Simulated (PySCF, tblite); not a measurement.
# C4H10O3Si2: geometry, infrared bands and NMR shifts

Wanted: the infrared bands and NMR shifts of C4H10O3Si2 (`C=C[Si@@](O)(C=O)[SiH2]OC`), by calculation.

Programs: tblite 0.8.0 and PySCF 2.14.0, with density-fitted response routines of our own. Each step states its level of theory. These are calculated values for one molecule in the gas phase, unless marked as measured. Atoms count from 0, in the outputs and in this text.

## Step 1: Starting geometry

19 atoms, charge 0, multiplicity 1; geometry from: force field or distance geometry start.

Bonds of the start (Å): C0–C1 1.31, C1–Si2 1.86, Si2–O3 1.70, Si2–C4 1.84, C4–O5 1.23, Si2–Si6 2.22, Si6–O7 1.72, O7–C8 1.41, C0–H9 1.10, C0–H10 1.11, C1–H11 1.08, O3–H12 0.98, C4–H13 1.10, Si6–H14 1.47, Si6–H15 1.49, C8–H16 1.13, C8–H17 1.11, C8–H18 1.11.

## Step 2: Relaxing the molecule with GFN2-xTB

Job settings and geometry (Å):

```
{"job": {"kind": "relax", "xc": "GFN2-xTB", "basis": "xTB"}, "charge": 0, "multiplicity": 1}
C     -3.185300     1.126900    -0.664200
C     -1.874900     1.162400    -0.578100
Si    -0.888300    -0.232200     0.161500
O     -1.428100    -0.599600     1.730600
C     -1.112600    -1.704100    -0.923700
O     -0.361100    -2.675400    -0.838900
Si     1.231200     0.422400     0.300400
O      2.325100    -0.745900    -0.331900
C      3.609600    -0.248900    -0.034500
H     -3.800600     0.280300    -0.312200
H     -3.686300     2.009200    -1.116200
H     -1.366300     2.043500    -0.940100
H     -2.293000    -1.063200     1.665800
H     -1.914800    -1.727900    -1.681700
H      1.405300     1.697600    -0.400200
H      1.578700     0.610100     1.740500
H      3.510600     0.212600     0.990600
H      4.325800    -1.097000     0.001300
H      3.915400     0.538500    -0.761200
```

Command:

```
> OMP_NUM_THREADS=1 python probes_run.py task.json out
```

The driver reads the jobs from task.json and runs them one after another.

**Question.** This job is followed by: GFN2-xTB harmonic vibrations, gas phase; GIAO PBE0/pcSseg-1 NMR shielding, non-relativistic, gas phase. Predict these results of the whole session: strongest single infrared mode (GFN2-xTB); zero-point energy (GFN2-xTB); 13C shifts against TMS (PBE0/pcSseg-1); 1H shifts against TMS (PBE0/pcSseg-1, means over atoms taken as alike); 29Si shifts against TMS (PBE0/pcSseg-1); 17O shifts against H2O (PBE0/pcSseg-1); surface potential, 1st and 99th percentile.

The runs gave:

```
                                                              quantity                                                value
                             strongest single infrared mode (GFN2-xTB)                                 735 cm⁻¹, 447 km/mol
                                          zero-point energy (GFN2-xTB)                                        82.1 kcal/mol
                                13C shifts against TMS (PBE0/pcSseg-1)                        250.4, 143.9, 140.7, 56.3 ppm
1H shifts against TMS (PBE0/pcSseg-1, means over atoms taken as alike)  12.29, 6.64, 6.53, 6.28, 5.18, 5.16, 3.71, 1.94 ppm
                               29Si shifts against TMS (PBE0/pcSseg-1)                                     -27.8, -29.5 ppm
                                17O shifts against H2O (PBE0/pcSseg-1)                                906.6, 3.7, -15.3 ppm
                                 surface potential, 1st and 99th percentile                                   -1.42 V and 1.64 V
```

**Reading.** The optimisation took 280 steps and gained 1.181 eV; among the close pairs (by a distance rule), Si6–O7 changed most, from 1.721 to 1.625 Å. No mode is imaginary among the 51: a minimum at this level. The strongest single mode, at 735 cm⁻¹, is carried by H15, H14, H13, Si6. Unscaled tight-binding wavenumbers are off by several per cent, some by more. Its intensities can rank the bands wrongly. At PBE0/pcSseg-1: The widest tensor belongs to O5: span 2034 ppm, with a paramagnetic part of -967 ppm. By nearest atom (PBE0/pcSseg-1), the HOMO sits on O5 45 %; C4 14 % and the LUMO on C4 33 %; O5 25 %.
